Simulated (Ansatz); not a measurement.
# AlSi16: the cost of one run

All numbers below are computed with Ansatz 0.2.0 (DFT PBEsol, plane waves, PAW, scalar-relativistic, collinear spin).

### Step 1. The system as given

The cell holds 17 atoms (AlSi16): a = 7.679 Å, b = 7.679 Å, c = 7.679 Å, α = 60.00°, β = 60.00°, γ = 60.00°.

Its coordinates follow in the input file.

### Step 2. Relaxing the start

Contents of input.yaml:

```yaml
crystal:
  lattice:
    - [0.0, 5.43, 5.43]
    - [5.43, 0.0, 5.43]
    - [5.43, 5.43, 0.0]
  atoms:
    - { symbol: Si, position: [0.0, 0.0, 0.0] }
    - { symbol: Si, position: [0.125, 0.125, 0.125] }
    - { symbol: Si, position: [0.0, 0.0, 0.5] }
    - { symbol: Si, position: [0.125, 0.125, 0.625] }
    - { symbol: Si, position: [0.0, 0.5, 0.0] }
    - { symbol: Si, position: [0.125, 0.625, 0.125] }
    - { symbol: Si, position: [0.0, 0.5, 0.5] }
    - { symbol: Si, position: [0.125, 0.625, 0.625] }
    - { symbol: Si, position: [0.5, 0.0, 0.0] }
    - { symbol: Si, position: [0.625, 0.125, 0.125] }
    - { symbol: Si, position: [0.5, 0.0, 0.5] }
    - { symbol: Si, position: [0.625, 0.125, 0.625] }
    - { symbol: Si, position: [0.5, 0.5, 0.0] }
    - { symbol: Si, position: [0.625, 0.625, 0.125] }
    - { symbol: Si, position: [0.5, 0.5, 0.5] }
    - { symbol: Si, position: [0.625, 0.625, 0.625] }
    - { symbol: Al, position: [0.8820739, 0.8667391, 0.8678795], spin: 1.0 }
magnetization:
  spin_polarized: true
basis:
  ecutwfc: 420.0
kpoints:
  mp_grid: { grid: [2, 2, 2] }
hamiltonian:
  xc: pbesol
  pseudopotentials: { kind: paw, azcp: { folder: soft_1 } }
scf:
  occupations: { method: fermi_dirac, width: 0.02 }
  lower_state_search: "off"
relax:
  f_tol: 0.08
  max_steps: 25
  adjacent_minimum: "off"
```

Run with:

```bash
ansatz run input.yaml --threads 1 --pin off --max-ram 3072MiB --backend cpu --events-out ev --progress --plain --runs-dir out
```

What time and memory should one allow on 1 thread of Intel Xeon 6975P-C (Granite Rapids), shared host?

About 28 s, with a peak of 0.69 GiB.
